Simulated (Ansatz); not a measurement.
# CH9AlOSi: the cost of one run

Method: UKS PBE/STO-3G, in Ansatz 0.2.0.

## 1. The starting structure

Bond lengths: Al1–Si2 2.709 Å, Al1–C3 1.978 Å, Al1–O4 1.640 Å, Al1–H5 1.745 Å, Si2–H7 1.476 Å, Si2–H8 1.481 Å, Si2–H9 1.481 Å, C3–H10 1.093 Å, C3–H11 1.095 Å, C3–H12 1.092 Å, O4–H13 0.947 Å. Angles (14 of 19 angles, heavy atoms first): Si2–Al1–C3 122.0°, Si2–Al1–O4 111.0°, C3–Al1–O4 124.2°, Al1–Si2–H7 113.6°, Al1–Si2–H8 116.8°, Al1–Si2–H9 117.2°, Si2–Al1–H5 43.6°, C3–Al1–H5 118.6°, O4–Al1–H5 111.0°, Al1–C3–H10 112.9°, Al1–C3–H11 111.1°, Al1–C3–H12 110.8°, Al1–O4–H13 177.6°, H7–Si2–H8 102.4°.

Structure file:

```xyz
13

Al   -0.5754    0.2750   -0.3055
Si    1.3652    0.1310    1.5787
C    -0.3020   -0.3977   -2.1459
O    -1.7250    1.3654    0.1169
H    -0.1886   -0.7746    1.0332
H    -0.9654   -1.3363    0.8252
H     2.3554    1.2216    1.4925
H     0.9298    0.2065    2.9926
H     2.2216   -1.0772    1.5788
H    -1.1591   -0.9617   -2.5236
H    -0.1334    0.4267   -2.8469
H     0.5683   -1.0556   -2.1924
H    -2.3914    1.9769    0.3964
```

## 2. Run 1

150 steps of 0.5 fs at constant energy, with velocities drawn for 100 K.

input.yaml

```yaml
crystal:
  periodic: [false, false, false]
  atoms:
    - { symbol: Al, position_ang: [-0.5754, 0.275, -0.3055] }
    - { symbol: Si, position_ang: [1.3652, 0.131, 1.5787] }
    - { symbol: C, position_ang: [-0.302, -0.3977, -2.1459] }
    - { symbol: O, position_ang: [-1.725, 1.3654, 0.1169] }
    - { symbol: H, position_ang: [-0.1886, -0.7746, 1.0332] }
    - { symbol: H, position_ang: [-0.9654, -1.3363, 0.8252] }
    - { symbol: H, position_ang: [2.3554, 1.2216, 1.4925] }
    - { symbol: H, position_ang: [0.9298, 0.2065, 2.9926] }
    - { symbol: H, position_ang: [2.2216, -1.0772, 1.5788] }
    - { symbol: H, position_ang: [-1.1591, -0.9617, -2.5236] }
    - { symbol: H, position_ang: [-0.1334, 0.4267, -2.8469] }
    - { symbol: H, position_ang: [0.5683, -1.0556, -2.1924] }
    - { symbol: H, position_ang: [-2.3914, 1.9769, 0.3964] }
magnetization:
  spin_polarized: true
basis:
  gaussian: { orbitals: STO-3G }
hamiltonian:
  xc: pbe
md:
  timestep: 0.5
  n_steps: 150
  ensemble: nve
  temperature: 100.0
  initial_velocities: maxwell_boltzmann
  seed: 866120
```

Command:

```
> ansatz run input.yaml --threads 1 --pin off --max-ram 2048MiB --backend cpu --events-out ev --progress --plain --runs-dir out
```

What time and memory should one allow on 1 thread of Arm Neoverse V1, shared host?

About 7.9 min, with a peak of 0.12 GiB.
